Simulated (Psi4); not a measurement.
# QCISD/DZ (Cartesian functions) run of CHBClN (SMILES N#CBCl)

Aim: the energy change on altering one bond length of CHBClN at QCISD/DZ (Cartesian functions), from 2 runs. Input form: an ASE script.

The calculation is run with Psi4 1.11.

2 further runs of the same task are left out: 1 that didn't finish, 1 set aside as unsound or not needed.

## (1) The molecule

CHBClN: 5 atoms, total charge 0, spin state singlet. SMILES: `N#CBCl`. Geometry: relaxed at PBE0-D4/def2-TZVP.

Bond lengths: N1–C2 1.152 Å, C2–B3 1.528 Å, B3–Cl4 1.723 Å, B3–H5 1.187 Å. Angles: N1–C2–B3 178.6°, C2–B3–Cl4 119.2°, C2–B3–H5 120.7°, Cl4–B3–H5 120.1°.

## (2) A single-point energy at QCISD/DZ (Cartesian functions)

The input, run.py:

```python
import numpy as np
from ase.calculators.psi4 import Psi4
from ase import Atoms

mol = Atoms(['N', 'C', 'B', 'Cl', 'H'], positions=[
    [1.053200, -1.411100, 1.218200],
    [0.513400, -0.630900, 0.564200],
    [-0.176600, 0.429700, -0.293300],
    [-1.594500, 0.005200, -1.176200],
    [0.254400, 1.533500, -0.354200],
])
calc = Psi4(atoms=mol, method='qcisd', basis='DZ', memory='1600MB', num_threads=1, charge=0, multiplicity=1, label='calc')
calc.psi4.set_options({'scf_type': 'pk', 'freeze_core': True})
mol.calc = calc

print(f'energy: {mol.get_potential_energy():.6f} eV')
```

Launch:

```bash
$ python run.py
```

calc.dat:

```text
[...]
  Running in c1 symmetry.
[...]
  Nuclear repulsion =  106.510896882930652
[...]
  Multiplicity = 1
[...]
  Nalpha       = 18
  Nbeta        = 18
[...]
    Number of basis functions: 50
[...]
   @RHF iter   1:  -576.97144939563350   -9.17567e-01   5.48272e-03 ADIIS/DIIS
[...]
   @RHF iter  13:  -577.01660888721563   -1.02318e-12   1.81507e-09 DIIS
[...]
    Orbital Energies [Eh]
    ---------------------
    Doubly Occupied:
       1A   -104.882134     2A    -15.644227     3A    -11.305068
       4A    -10.606614     5A     -8.072702     6A     -8.069446
       7A     -8.068802     8A     -7.748240     9A     -1.281900
      10A     -1.167854    11A     -0.836811    12A     -0.662826
      13A     -0.603796    14A     -0.582416    15A     -0.537447
      16A     -0.502412    17A     -0.498326    18A     -0.481968
[...]
  @RHF Final Energy:  -577.01660888721563
   => Energetics <=
    Nuclear Repulsion Energy =            106.5108968829306519
    One-Electron Energy =               -1003.9490348722456474
    Two-Electron Energy =                 320.4215291020993845
    Total Energy =                       -577.0166088872156251
[...]
 Multipole Moments:
 ------------------------------------------------------------------------------------
     Multipole            Electronic (a.u.)      Nuclear  (a.u.)        Total (a.u.)
 ------------------------------------------------------------------------------------
 L = 1.  Multiply by 2.5417464519 to convert [e a0] to [Debye]
 Dipole X            :         -1.5233047            1.3957032           -0.1276015
 Dipole Y            :          0.1464817            0.7599187            0.9064003
 Dipole Z            :         -1.1517140            0.7534152           -0.3982989
 Magnitude           :                                                    0.9982413
[...]
      * MP2 total energy:                   -577.312449547846
[...]
      * MP3 total energy:                   -577.307303179510
[...]
      * QCISD total energy:                 -577.324729117934
[...]
```

The script printed:

```text
energy: -15709.806065 eV
```

It took 2.6 s on 1 thread of INTEL XEON PLATINUM 8581C at 2.10GHz (Emerald Rapids), shared host; peak memory 0.23 GiB.

## (3) The distorted shape at the same level

The input, chbcln.xyz:

```xyz
5
CHBClN
N      1.269106    -1.723160     1.479783
C      0.513400    -0.630900     0.564200
B     -0.176600     0.429700    -0.293300
Cl    -1.594500     0.005200    -1.176200
H      0.254400     1.533500    -0.354200
```

The input, run.py:

```python
import numpy as np
from ase.calculators.psi4 import Psi4
from ase.io import read

a = read('chbcln.xyz')
calc = Psi4(atoms=a, method='qcisd', basis='DZ', memory='1600MB', num_threads=1, charge=0, multiplicity=1, label='psi4-calc', reference='rhf')
calc.psi4.set_options({'scf_type': 'pk', 'freeze_core': True})
a.calc = calc

print(f'energy: {a.get_potential_energy():.6f} eV')
```

Launch:

```bash
$ python run.py
```

psi4-calc.dat:

```text
[...]
  Running in c1 symmetry.
[...]
  Nuclear repulsion =   98.211119135929721
[...]
  Multiplicity = 1
[...]
  Nalpha       = 18
  Nbeta        = 18
[...]
    Number of basis functions: 50
[...]
   @RHF iter   1:  -576.74879600153736   -1.37500e+00   4.88258e-03 DIIS/ADIIS
[...]
   @RHF iter  17:  -576.80807799595823   -2.61480e-12   7.12757e-09 DIIS
[...]
    Orbital Energies [Eh]
    ---------------------
    Doubly Occupied:
       1A   -104.874744     2A    -15.732385     3A    -11.385567
       4A    -10.599192     5A     -8.065353     6A     -8.061892
       7A     -8.061488     8A     -7.734108     9A     -1.162071
      10A     -1.097015    11A     -0.873975    12A     -0.670870
      13A     -0.591185    14A     -0.561284    15A     -0.521065
      16A     -0.473656    17A     -0.465973    18A     -0.412058
[...]
  @RHF Final Energy:  -576.80807799595823
   => Energetics <=
    Nuclear Repulsion Energy =             98.2111191359297209
    One-Electron Energy =                -987.3506339726664010
    Two-Electron Energy =                 312.3314368407785651
    Total Energy =                       -576.8080779959581150
[...]
 Multipole Moments:
 ------------------------------------------------------------------------------------
     Multipole            Electronic (a.u.)      Nuclear  (a.u.)        Total (a.u.)
 ------------------------------------------------------------------------------------
 L = 1.  Multiply by 2.5417464519 to convert [e a0] to [Debye]
 Dipole X            :         -1.3723797            1.4337859            0.0614061
 Dipole Y            :         -0.0125529            0.7048758            0.6923229
 Dipole Z            :         -0.9888347            0.7995546           -0.1892801
 Magnitude           :                                                    0.7203532
[...]
      * MP2 total energy:                   -577.117732675704
[...]
      * MP3 total energy:                   -577.107341730164
[...]
      * QCISD total energy:                 -577.218545697375
[...]
```

Standard output:

```text
energy: -15706.916667 eV
```

Run time: 4.2 s. Hardware: 1 thread of INTEL XEON PLATINUM 8581C at 2.10GHz (Emerald Rapids), shared host; peak memory 0.23 GiB.

## (4) Outcome

Level: QCISD/DZ (Cartesian functions), 8 core orbitals frozen.

```
                                                         quantity          value
                                        first shape: total energy  -577.32473 Eh
                 first shape: HOMO energy (Hartree–Fock orbitals)      -13.12 eV
                 first shape: LUMO energy (Hartree–Fock orbitals)        0.37 eV
               first shape: HOMO–LUMO gap (Hartree–Fock orbitals)       13.49 eV
         first shape: correlation energy (8 core orbitals frozen)     -308.1 mEh
                                       first shape: T1 diagnostic          0.017
                                    distorted shape: total energy  -577.21855 Eh
             distorted shape: HOMO energy (Hartree–Fock orbitals)      -11.21 eV
             distorted shape: LUMO energy (Hartree–Fock orbitals)       -0.26 eV
           distorted shape: HOMO–LUMO gap (Hartree–Fock orbitals)       10.95 eV
     distorted shape: correlation energy (8 core orbitals frozen)     -410.5 mEh
                                   distorted shape: T1 diagnostic          0.144
energy change with the N1–C2 bond stretched from 1.152 to 1.613 Å       2.889 eV
```

What this shows: With the N1–C2 bond stretched from 1.152 to 1.613 Å the energy rises by 2.89 eV (279 kJ/mol). The first shape isn't relaxed at this level, so the change isn't measured from a minimum. The T1 diagnostic (distorted shape) of 0.144 is above the customary mark for such species, so a single reference may not serve.
